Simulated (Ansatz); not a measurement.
# Gd2SeO2: the cost of one run

Method: DFT LDA+U (U_eff = 1 eV on Gd f), plane waves, PAW, no spin–orbit coupling unless a run says so, in Ansatz 0.2.0.

### Step 1. The system as given

It takes space group P-3m1 (No. 164, trigonal). Conventional cell: a = 3.923 Å, b = 3.923 Å, c = 6.681 Å, α = 90.00°, β = 90.00°, γ = 120.00°. Gd (site symmetry 3m) has 4 O at 2.34 Å and 3 Se at 2.94 Å as nearest neighbours. Around O (site symmetry 3m) lie 4 Gd at 2.34 Å. Se (site symmetry -3m) is surrounded by 6 Gd at 2.94 Å.

As a file:

```
Gd O Se
1.0
     3.92272    0.00000    0.00000
    -1.96136    3.39718    0.00000
     0.00000    0.00000    6.68135
Gd O Se
2 2 1
Cartesian
  0.0000 2.2648 1.8708
  1.9614 1.1324 4.8106
  0.0000 2.2648 4.2093
  1.9614 1.1324 2.4721
  0.0000 0.0000 0.0000
```

An earlier series on this cell reached its lowest free state from «antiferromagnetic start, free», perhaps among other starts.

### Step 2. Canted directions held, 150°

input.yaml

```yaml
crystal:
  lattice:
    - [3.9227249, 0.0, 0.0]
    - [-1.96136245, 3.39717941, 0.0]
    - [0.0, 0.0, 6.68134939]
  atoms:
    - { symbol: Gd, position: [0.3333333333, 0.6666666667, 0.28], spin: 7.0, spin_axis: [0.0, 0.0, 1.0] }
    - { symbol: Gd, position: [0.6666666667, 0.3333333333, 0.72], spin: 7.0, spin_axis: [0.5, 0.0, -0.866025] }
    - { symbol: O, position: [0.3333333333, 0.6666666667, 0.63] }
    - { symbol: O, position: [0.6666666667, 0.3333333333, 0.37] }
    - { symbol: Se, position: [0.0, 0.0, 0.0] }
basis:
  ecutwfc: 420
  ecutrho_ratio: 4
kpoints:
  mp_grid: { grid: [6, 6, 3] }
hamiltonian:
  xc: lda
  hubbard:
    sites:
      - { site: 0, l: f, u_eff: 1.0, starting_ns: [{ occupation_matrix: s0 }] }
      - { site: 1, l: f, u_eff: 1.0, starting_ns: [{ occupation_matrix: s1 }] }
    occupation_matrices:
      s0:
        spinor_matrix:
          - [[0.97, 0.0], [0.0, 0.0], [0.0, 0.0], [0.0, 0.0], [0.0, 0.0], [0.0, 0.0], [0.0, 0.0], [0.0, 0.0], [0.0, 0.0], [0.0, 0.0], [0.0, 0.0], [0.0, 0.0], [0.0, 0.0], [0.0, 0.0]]
          - [[0.0, 0.0], [0.97, 0.0], [0.0, 0.0], [0.0, 0.0], [0.0, 0.0], [0.0, 0.0], [0.0, 0.0], [0.0, 0.0], [0.0, 0.0], [0.0, 0.0], [0.0, 0.0], [0.0, 0.0], [0.0, 0.0], [0.0, 0.0]]
          - [[0.0, 0.0], [0.0, 0.0], [0.97, 0.0], [0.0, 0.0], [0.0, 0.0], [0.0, 0.0], [0.0, 0.0], [0.0, 0.0], [0.0, 0.0], [0.0, 0.0], [0.0, 0.0], [0.0, 0.0], [0.0, 0.0], [0.0, 0.0]]
          - [[0.0, 0.0], [0.0, 0.0], [0.0, 0.0], [0.97, 0.0], [0.0, 0.0], [0.0, 0.0], [0.0, 0.0], [0.0, 0.0], [0.0, 0.0], [0.0, 0.0], [0.0, 0.0], [0.0, 0.0], [0.0, 0.0], [0.0, 0.0]]
          - [[0.0, 0.0], [0.0, 0.0], [0.0, 0.0], [0.0, 0.0], [0.97, 0.0], [0.0, 0.0], [0.0, 0.0], [0.0, 0.0], [0.0, 0.0], [0.0, 0.0], [0.0, 0.0], [0.0, 0.0], [0.0, 0.0], [0.0, 0.0]]
          - [[0.0, 0.0], [0.0, 0.0], [0.0, 0.0], [0.0, 0.0], [0.0, 0.0], [0.97, 0.0], [0.0, 0.0], [0.0, 0.0], [0.0, 0.0], [0.0, 0.0], [0.0, 0.0], [0.0, 0.0], [0.0, 0.0], [0.0, 0.0]]
          - [[0.0, 0.0], [0.0, 0.0], [0.0, 0.0], [0.0, 0.0], [0.0, 0.0], [0.0, 0.0], [0.97, 0.0], [0.0, 0.0], [0.0, 0.0], [0.0, 0.0], [0.0, 0.0], [0.0, 0.0], [0.0, 0.0], [0.0, 0.0]]
          - [[0.0, 0.0], [0.0, 0.0], [0.0, 0.0], [0.0, 0.0], [0.0, 0.0], [0.0, 0.0], [0.0, 0.0], [0.02, 0.0], [0.0, 0.0], [0.0, 0.0], [0.0, 0.0], [0.0, 0.0], [0.0, 0.0], [0.0, 0.0]]
          - [[0.0, 0.0], [0.0, 0.0], [0.0, 0.0], [0.0, 0.0], [0.0, 0.0], [0.0, 0.0], [0.0, 0.0], [0.0, 0.0], [0.02, 0.0], [0.0, 0.0], [0.0, 0.0], [0.0, 0.0], [0.0, 0.0], [0.0, 0.0]]
          - [[0.0, 0.0], [0.0, 0.0], [0.0, 0.0], [0.0, 0.0], [0.0, 0.0], [0.0, 0.0], [0.0, 0.0], [0.0, 0.0], [0.0, 0.0], [0.02, 0.0], [0.0, 0.0], [0.0, 0.0], [0.0, 0.0], [0.0, 0.0]]
          - [[0.0, 0.0], [0.0, 0.0], [0.0, 0.0], [0.0, 0.0], [0.0, 0.0], [0.0, 0.0], [0.0, 0.0], [0.0, 0.0], [0.0, 0.0], [0.0, 0.0], [0.02, 0.0], [0.0, 0.0], [0.0, 0.0], [0.0, 0.0]]
          - [[0.0, 0.0], [0.0, 0.0], [0.0, 0.0], [0.0, 0.0], [0.0, 0.0], [0.0, 0.0], [0.0, 0.0], [0.0, 0.0], [0.0, 0.0], [0.0, 0.0], [0.0, 0.0], [0.02, 0.0], [0.0, 0.0], [0.0, 0.0]]
          - [[0.0, 0.0], [0.0, 0.0], [0.0, 0.0], [0.0, 0.0], [0.0, 0.0], [0.0, 0.0], [0.0, 0.0], [0.0, 0.0], [0.0, 0.0], [0.0, 0.0], [0.0, 0.0], [0.0, 0.0], [0.02, 0.0], [0.0, 0.0]]
          - [[0.0, 0.0], [0.0, 0.0], [0.0, 0.0], [0.0, 0.0], [0.0, 0.0], [0.0, 0.0], [0.0, 0.0], [0.0, 0.0], [0.0, 0.0], [0.0, 0.0], [0.0, 0.0], [0.0, 0.0], [0.0, 0.0], [0.02, 0.0]]
      s1:
        spinor_matrix:
          - [[0.08364, 0.0], [0.0, 0.0], [0.0, 0.0], [0.0, 0.0], [0.0, 0.0], [0.0, 0.0], [0.0, 0.0], [0.2375, 0.0], [0.0, 0.0], [0.0, 0.0], [0.0, 0.0], [0.0, 0.0], [0.0, 0.0], [0.0, 0.0]]
          - [[0.0, 0.0], [0.08364, 0.0], [0.0, 0.0], [0.0, 0.0], [0.0, 0.0], [0.0, 0.0], [0.0, 0.0], [0.0, 0.0], [0.2375, 0.0], [0.0, 0.0], [0.0, 0.0], [0.0, 0.0], [0.0, 0.0], [0.0, 0.0]]
          - [[0.0, 0.0], [0.0, 0.0], [0.08364, 0.0], [0.0, 0.0], [0.0, 0.0], [0.0, 0.0], [0.0, 0.0], [0.0, 0.0], [0.0, 0.0], [0.2375, 0.0], [0.0, 0.0], [0.0, 0.0], [0.0, 0.0], [0.0, 0.0]]
          - [[0.0, 0.0], [0.0, 0.0], [0.0, 0.0], [0.08364, 0.0], [0.0, 0.0], [0.0, 0.0], [0.0, 0.0], [0.0, 0.0], [0.0, 0.0], [0.0, 0.0], [0.2375, 0.0], [0.0, 0.0], [0.0, 0.0], [0.0, 0.0]]
          - [[0.0, 0.0], [0.0, 0.0], [0.0, 0.0], [0.0, 0.0], [0.08364, 0.0], [0.0, 0.0], [0.0, 0.0], [0.0, 0.0], [0.0, 0.0], [0.0, 0.0], [0.0, 0.0], [0.2375, 0.0], [0.0, 0.0], [0.0, 0.0]]
          - [[0.0, 0.0], [0.0, 0.0], [0.0, 0.0], [0.0, 0.0], [0.0, 0.0], [0.08364, 0.0], [0.0, 0.0], [0.0, 0.0], [0.0, 0.0], [0.0, 0.0], [0.0, 0.0], [0.0, 0.0], [0.2375, 0.0], [0.0, 0.0]]
          - [[0.0, 0.0], [0.0, 0.0], [0.0, 0.0], [0.0, 0.0], [0.0, 0.0], [0.0, 0.0], [0.08364, 0.0], [0.0, 0.0], [0.0, 0.0], [0.0, 0.0], [0.0, 0.0], [0.0, 0.0], [0.0, 0.0], [0.2375, 0.0]]
          - [[0.2375, 0.0], [0.0, 0.0], [0.0, 0.0], [0.0, 0.0], [0.0, 0.0], [0.0, 0.0], [0.0, 0.0], [0.90636, 0.0], [0.0, 0.0], [0.0, 0.0], [0.0, 0.0], [0.0, 0.0], [0.0, 0.0], [0.0, 0.0]]
          - [[0.0, 0.0], [0.2375, 0.0], [0.0, 0.0], [0.0, 0.0], [0.0, 0.0], [0.0, 0.0], [0.0, 0.0], [0.0, 0.0], [0.90636, 0.0], [0.0, 0.0], [0.0, 0.0], [0.0, 0.0], [0.0, 0.0], [0.0, 0.0]]
          - [[0.0, 0.0], [0.0, 0.0], [0.2375, 0.0], [0.0, 0.0], [0.0, 0.0], [0.0, 0.0], [0.0, 0.0], [0.0, 0.0], [0.0, 0.0], [0.90636, 0.0], [0.0, 0.0], [0.0, 0.0], [0.0, 0.0], [0.0, 0.0]]
          - [[0.0, 0.0], [0.0, 0.0], [0.0, 0.0], [0.2375, 0.0], [0.0, 0.0], [0.0, 0.0], [0.0, 0.0], [0.0, 0.0], [0.0, 0.0], [0.0, 0.0], [0.90636, 0.0], [0.0, 0.0], [0.0, 0.0], [0.0, 0.0]]
          - [[0.0, 0.0], [0.0, 0.0], [0.0, 0.0], [0.0, 0.0], [0.2375, 0.0], [0.0, 0.0], [0.0, 0.0], [0.0, 0.0], [0.0, 0.0], [0.0, 0.0], [0.0, 0.0], [0.90636, 0.0], [0.0, 0.0], [0.0, 0.0]]
          - [[0.0, 0.0], [0.0, 0.0], [0.0, 0.0], [0.0, 0.0], [0.0, 0.0], [0.2375, 0.0], [0.0, 0.0], [0.0, 0.0], [0.0, 0.0], [0.0, 0.0], [0.0, 0.0], [0.0, 0.0], [0.90636, 0.0], [0.0, 0.0]]
          - [[0.0, 0.0], [0.0, 0.0], [0.0, 0.0], [0.0, 0.0], [0.0, 0.0], [0.0, 0.0], [0.2375, 0.0], [0.0, 0.0], [0.0, 0.0], [0.0, 0.0], [0.0, 0.0], [0.0, 0.0], [0.0, 0.0], [0.90636, 0.0]]
    ns_hold: { iters: 8 }
scf:
  occupations: { method: gaussian, width: 0.05 }
  lower_state_search: "off"
  max_iter: 150
output:
  forces: true
  stress: true
  eigenvalues: true
  populations: true
  hubbard: { sites: [{ site: 0, l: f }, { site: 1, l: f }] }
  write_density: true
  write_potential: true
  elf: true
  volumetric_format: npy
magnetization:
  noncollinear: true
  spin_orbit: false
  spin_locking: { lock_directions: true }
```

At this filling each channel is wholly full or empty, so no choice of orbitals remains. The typed matrices put 0.97 on the chosen orbitals and 0.02 on the others, and are held for 8 cycles. The lock stays on to the end, so the result is a constrained state. Spins may be non-collinear here, without spin–orbit coupling.

Run with:

```
$ ansatz run input.yaml --threads 4 --pin off --max-ram 6144MiB --backend cpu --events-out ev --progress --plain --runs-dir out
```

Q: Estimate wall time and peak memory on 4 threads of Arm Neoverse V1, shared host.

About 2.7 min, with a peak of 1.8 GiB.
